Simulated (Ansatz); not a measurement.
# InH3 (SMILES [InH3]) at CCSD/def2-TZVP (core potential)

Aim: the energy change on altering one bond length of InH3 at CCSD/def2-TZVP (core potential), from 2 runs. 

The results are computed with Ansatz 0.2.0.

32 further runs of the same task are left out: 3 that didn't finish, 29 set aside as unsound or not needed.

### 1 The molecule

InH3: 4 atoms, total charge 0, spin state singlet. As SMILES, `[InH3]`. The shape is that of a PBE0-D4/def2-TZVP optimisation.

Bond lengths: In1–H2 1.724 Å, In1–H3 1.724 Å, In1–H4 1.724 Å. Angles: H2–In1–H3 120.0°, H2–In1–H4 120.0°, H3–In1–H4 120.0°.

### 2 A single-point energy at CCSD/def2-TZVP (core potential)

File input.yaml:

```yaml
crystal:
  periodic: [false, false, false]
  atoms:
    - {symbol: In, position_ang: [0.013900, -0.015100, -0.005100]}
    - {symbol: H, position_ang: [0.415500, 1.516000, 0.678200]}
    - {symbol: H, position_ang: [-1.095600, -0.107300, -1.321400]}
    - {symbol: H, position_ang: [0.721800, -1.454000, 0.628000]}
basis:
  gaussian:
    orbitals: def2-TZVP
accuracy: high
correlation:
  method: ccsd
  frozen_orbitals: {H: 0, In: 4}
scf:
  omitted_lower_state_checks: [cluster_reference, increment]
```

Command:

```sh
ansatz run input.yaml --threads 1 --pin off --max-ram 3480MiB --events-out events.jsonl --progress --plain --runs-dir runs
```

Standard output, shortened:

```text
Warning: RAYON_NUM_THREADS=1 ignored (pool sized by the plan → 1); use --threads N
Functional definition: HF
  name "HF"
[...]
1334 factors; integrals over basis functions are off by at most 2.7e-9 eV
[...]
mean field -5195.02204424 eV, -190.9135388134 hartree, gradient 1.6e-8 eV, S^2 0.000000; 0 other end points of the search recorded, 0 dependent functions left out
4 core orbitals not correlated: weight in the atoms' cores, before any rotation towards them, 1.000 or more for the frozen orbitals, at most 0.000 for the correlated occupied ones
reference -5195.02204424 eV, -190.9135388134 hartree; 8, 8 occupied and 56, 56 virtual orbitals, 1334 factors
second order -7.96760162 eV of doubles, -0.00000000 eV of singles
cycle   1  -8.05014687 eV  change   -8.3e-2 eV  update   7.6e-2
[...]
cycle  18  -8.35129543 eV  change   2.6e-10 eV  update  7.0e-10
Total energy: -5203.37333967 eV, -191.2204432597 hartree
Checks for a lower state left out: cluster_reference, increment
```

Run time: 4.5 s. Hardware: 1 thread of Arm Neoverse V2, shared host; peak memory 0.29 GiB.

### 3 The distorted shape, same level

File job.yaml:

```yaml
crystal:
  periodic: [false, false, false]
  atoms:
    - {symbol: In, position_ang: [-0.552419, 1.136018, -0.511579]}
    - {symbol: H, position_ang: [-0.150819, 2.667118, 0.171721]}
    - {symbol: H, position_ang: [-1.661919, 1.043818, -1.827879]}
    - {symbol: H, position_ang: [0.721800, -1.454000, 0.628000]}
basis:
  gaussian:
    orbitals: def2-TZVP
correlation:
  method: ccsd
  frozen_orbitals: {H: 0, In: 4}
accuracy: high
scf:
  omitted_lower_state_checks: [cluster_reference, increment]
```

Command:

```sh
ansatz run job.yaml --threads 1 --pin off --max-ram 3480MiB --events-out events.jsonl --progress --plain --runs-dir runs
```

Standard output, shortened:

```text
Warning: RAYON_NUM_THREADS=1 ignored (pool sized by the plan → 1); use --threads N
Functional definition: HF
  name "HF"
[...]
1303 factors; integrals over basis functions are off by at most 2.7e-9 eV
[...]
mean field -5191.87225473 eV, -190.7977861838 hartree, gradient 4.6e-8 eV, S^2 0.000000; 0 other end points of the search recorded, 0 dependent functions left out; unrestricted orbitals would lower it
4 core orbitals not correlated: weight in the atoms' cores, before any rotation towards them, 1.000 or more for the frozen orbitals, at most 0.000 for the correlated occupied ones
reference -5191.87225473 eV, -190.7977861838 hartree; 8, 8 occupied and 56, 56 virtual orbitals, 1303 factors
second order -7.96163564 eV of doubles, -0.00000000 eV of singles
cycle   1  -8.16192127 eV  change   -2.0e-1 eV  update   1.3e-1
[...]
cycle  24  -8.81488672 eV  change    1.5e-9 eV  update   1.5e-9
Total energy: -5200.68714145 eV, -191.1217272958 hartree
Checks for a lower state left out: cluster_reference, increment
```

Run time: 5.4 s. Hardware: 1 thread of Arm Neoverse V2, shared host; peak memory 0.29 GiB.

### 4 Results

Level: CCSD/def2-TZVP (core potential), 4 core orbitals frozen.

| quantity | value |
| --- | --- |
| first shape: total energy | -191.22044 Eh |
| first shape: correlation energy (4 core orbitals frozen) | -306.9 mEh |
| first shape: T1 diagnostic | 0.015 |
| distorted shape: total energy | -191.12173 Eh |
| distorted shape: correlation energy (4 core orbitals frozen) | -323.9 mEh |
| distorted shape: T1 diagnostic | 0.039 |
| energy change with the In1–H4 bond stretched from 1.724 to 3.103 Å | 2.686 eV |

One bond (distorted shape) is far stretched, which a spin-restricted single reference describes badly; a broken-symmetry solution may lie lower. With the In1–H4 bond stretched from 1.724 to 3.103 Å the energy rises by 2.69 eV (62 kcal/mol). The first shape isn't relaxed at this level, so the change isn't measured from a minimum. A restricted reference can't describe the breaking bond well at this length. The T1 diagnostic (distorted shape) of 0.039 is above the customary mark for such species, so a single reference may not serve. The restricted solution (distorted shape) is unstable to spin breaking: an unrestricted one lies lower.
